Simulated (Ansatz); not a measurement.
In3As in Ansatz: the effect of functional

Crystal: In3As.

```
In As
1.0
     4.57631    0.00000    0.00000
     0.00000    4.57631    0.00000
     0.00000    0.00000    4.57631
In As
3 1
Direct
  0.50000 0.50000 0.00000
  0.50000 0.00000 0.50000
  0.00000 0.50000 0.50000
  0.00000 0.00000 0.00000
```

The cell comes from a database or a generator and needn't be the stable form of this composition.

The cell isn't the ideal one: volume scaled by 0.94.

Alike in all runs:

- Program: Ansatz 0.2.0
- Task: single point
- Potentials or basis: Ansatz PAW
- k mesh: 6 × 6 × 6
- Occupations: fermi-dirac, width 0.05 eV
- Spin: no spin polarisation

Problem. One run gave: pressure -1.3 GPa. Which functional did it use?
A. LDA
B. PBE
C. r2SCAN

Solution. A.

```tsv
functional	cutoff	pressure (GPa)
LDA	420 eV (not typed: the program's choice for these potentials)	-1.3
r2SCAN	500 eV (not typed: the program's choice for these potentials)	2.0
PBE	420 eV (not typed: the program's choice for these potentials)	3.7
```

Caveats: the PAW data sets come from PBE, with cores solved anew for the run's functional, which leaves a small shift of forces and pressure (some runs).
